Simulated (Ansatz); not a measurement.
# C₃H₁₀OS₃Zr: how energies converge with the basis set

An exercise on one series of results from a longer session: the logs are not shown, and one member is left open.

Computed with Ansatz 0.2.0, Gaussian basis. Level: one geometry, several basis sets.

Levels to be run: PBE0-D4/def2-SVP; ωB97M-V/def2-SVP; PBE0-D4/def2-QZVPP; ωB97M-V/def2-QZVPP; the functionals' def2-TZVPP values are taken from earlier runs.

### Structure used throughout

All runs share one geometry, relaxed beforehand with PBE0-D4 in a triple-zeta def2 set. Zr takes the def2 core potential; no spin-orbit term is included.

SMILES `C[S][Zr]([OH])([S]C)[S]C`, 18 atoms, charge 0, spin multiplicity 1.

Atoms are counted from 1 here; the program's logs count them from 0.

Bond lengths: C1–S2 1.824 Å, C1–H9 1.089 Å, C1–H10 1.093 Å, C1–H11 1.089 Å, S2–Zr3 2.432 Å, Zr3–O4 1.904 Å, Zr3–S5 2.415 Å, Zr3–S7 2.439 Å, O4–H12 0.953 Å, S5–C6 1.823 Å, C6–H13 1.089 Å, C6–H14 1.089 Å, C6–H15 1.105 Å, S7–C8 1.826 Å, C8–H16 1.090 Å, C8–H17 1.090 Å, C8–H18 1.090 Å. Angles: S2–C1–H9 109.4°, S2–C1–H10 112.7°, S2–C1–H11 108.1°, H9–C1–H10 109.0°, H9–C1–H11 109.7°, H10–C1–H11 107.9°, C1–S2–Zr3 96.5°, S2–Zr3–O4 113.2°, S2–Zr3–S5 114.7°, S2–Zr3–S7 104.7°, O4–Zr3–S5 108.6°, O4–Zr3–S7 108.0°, S5–Zr3–S7 107.3°, Zr3–O4–H12 174.4°, Zr3–S5–C6 85.4°, S5–C6–H13 109.6°, S5–C6–H14 109.4°, S5–C6–H15 114.1° and more.

The first run:

Input file in.yaml:

```yaml
crystal:
  periodic: [false, false, false]
  atoms:
    - {symbol: C, position_ang: [-1.359592, -2.372384, -1.677718]}
    - {symbol: S, position_ang: [0.379519, -1.823632, -1.645886]}
    - {symbol: Zr, position_ang: [-0.021616, 0.295879, -0.521699]}
    - {symbol: O, position_ang: [-1.586887, 1.186574, -1.139416]}
    - {symbol: S, position_ang: [1.827499, 1.847141, -0.601667]}
    - {symbol: C, position_ang: [2.854735, 0.417858, -0.128115]}
    - {symbol: S, position_ang: [-0.366460, -0.299909, 1.818616]}
    - {symbol: C, position_ang: [-0.783899, 1.344373, 2.493970]}
    - {symbol: H, position_ang: [-1.716885, -2.380049, -2.706612]}
    - {symbol: H, position_ang: [-2.014094, -1.735137, -1.078243]}
    - {symbol: H, position_ang: [-1.404293, -3.380094, -1.266545]}
    - {symbol: H, position_ang: [-2.419039, 1.563930, -1.409330]}
    - {symbol: H, position_ang: [3.316293, 0.604598, 0.839994]}
    - {symbol: H, position_ang: [3.615371, 0.251463, -0.889220]}
    - {symbol: H, position_ang: [2.294278, -0.529099, -0.031507]}
    - {symbol: H, position_ang: [0.065407, 2.022694, 2.414791]}
    - {symbol: H, position_ang: [-1.035318, 1.210999, 3.546166]}
    - {symbol: H, position_ang: [-1.644999, 1.774799, 1.982439]}
basis:
  gaussian: {orbitals: def2-SVP}
hamiltonian: {xc: pbe0, dispersion: d4}
output: {orbitals: {seedname: orbitals}}
```

Started as:

```bash
$ ansatz run in.yaml --threads 4 --pin off --events-out ev --progress --plain --max-ram 66560MiB --backend cpu
```

Among the steps run: PBE0-D4 in def2-SVP; ωB97M-V in def2-SVP; PBE0-D4 in def2-QZVPP; ωB97M-V in def2-QZVPP.

One table of the session follows, with a row left open; its other results are not shown here.

It belongs to the step «Functionals by basis». 

```
functional       basis  HOMO (eV)
   PBE0-D4    def2-SVP      -6.60
   PBE0-D4  def2-TZVPP      -6.64
   PBE0-D4  def2-QZVPP      -6.67
   ωB97M-V    def2-SVP          ?
   ωB97M-V  def2-TZVPP      -8.77
   ωB97M-V  def2-QZVPP      -8.79
```

Estimate the missing values for ωB97M-V, def2-SVP.

**Answer.** HOMO (eV): -8.69. In the column «HOMO (eV)» it lies between ωB97M-V, def2-TZVPP (-8.77) and PBE0-D4, def2-QZVPP (-6.67).
